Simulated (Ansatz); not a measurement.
# K3Hf2Ga: the cost of one run

Method: DFT PBE, scalar-relativistic, plane waves, PAW, in Ansatz 0.2.0.

## (1) The system as given

It takes space group R-3m (No. 166, trigonal). The conventional cell has a = 6.365 Å, b = 6.365 Å, c = 13.455 Å, α = 90.00°, β = 90.00°, γ = 120.00°. K (site symmetry 2/m) is surrounded by 2 Ga at 2.90 Å and 4 K at 3.18 Å and 2 Hf at 3.31 Å. Around Hf (site symmetry 3m) lie 9 K at 3.31 to 3.62 Å and 4 Hf at 3.47 to 3.81 Å and 3 Ga at 3.71 Å. Ga (site symmetry -3m) has 6 K at 2.90 Å in its first shell of neighbours.

Coordinates:

```xyz
6
Lattice="3.1826 1.8375 4.4851 -3.1826 1.8375 4.4851 0.0000 -3.6749 4.4851" Properties=species:S:1:pos:R:3 pbc="T T T"
K     1.5913   -0.9187    4.4851
K     0.0000    1.8375    4.4851
K    -1.5913   -0.9187    4.4851
Hf    0.0000    0.0000   11.7226
Hf    0.0000    0.0000    1.7327
Ga    0.0000    0.0000    6.7277
```

The cell is invented: species swapped into a database cell of Sm2GeRh3 (R-3m, No. 166), with Hf on the Sm sites, Ga on the Ge sites and K on the Rh sites. Its size is a rough estimate.

## (2) A first look at the guess

Input file input.yaml:

```yaml
crystal:
  lattice:
    - [3.18258534, 1.8374665, 4.48511815]
    - [-3.18258534, 1.8374665, 4.48511815]
    - [0.0, -3.67493301, 4.48511815]
  atoms:
    - { symbol: K, position: [0.5, 0.0, 0.5] }
    - { symbol: K, position: [0.5, 0.5, 0.0] }
    - { symbol: K, position: [0.0, 0.5, 0.5] }
    - { symbol: Hf, position: [0.87122333, 0.87122333, 0.87122333] }
    - { symbol: Hf, position: [0.12877667, 0.12877667, 0.12877667] }
    - { symbol: Ga, position: [0.5, 0.5, 0.5] }
basis:
  ecutwfc: 420
kpoints:
  mp_grid: { grid: [3, 3, 3] }
hamiltonian:
  xc: pbe
scf:
  occupations: { method: gaussian, width: 0.1 }
  lower_state_search: "off"
output:
  forces: true
  stress: true
  eigenvalues: true
```

Run with:

```
$ ansatz run input.yaml --threads 1 --pin off --max-ram 2560MiB --backend cpu --events-out ev --progress --plain --runs-dir out
```

Q: Estimate wall time and peak memory on 1 thread of Intel Xeon at 2.50GHz (Skylake/Cascade Lake), shared host.

About 8 s, with a peak of 0.46 GiB.
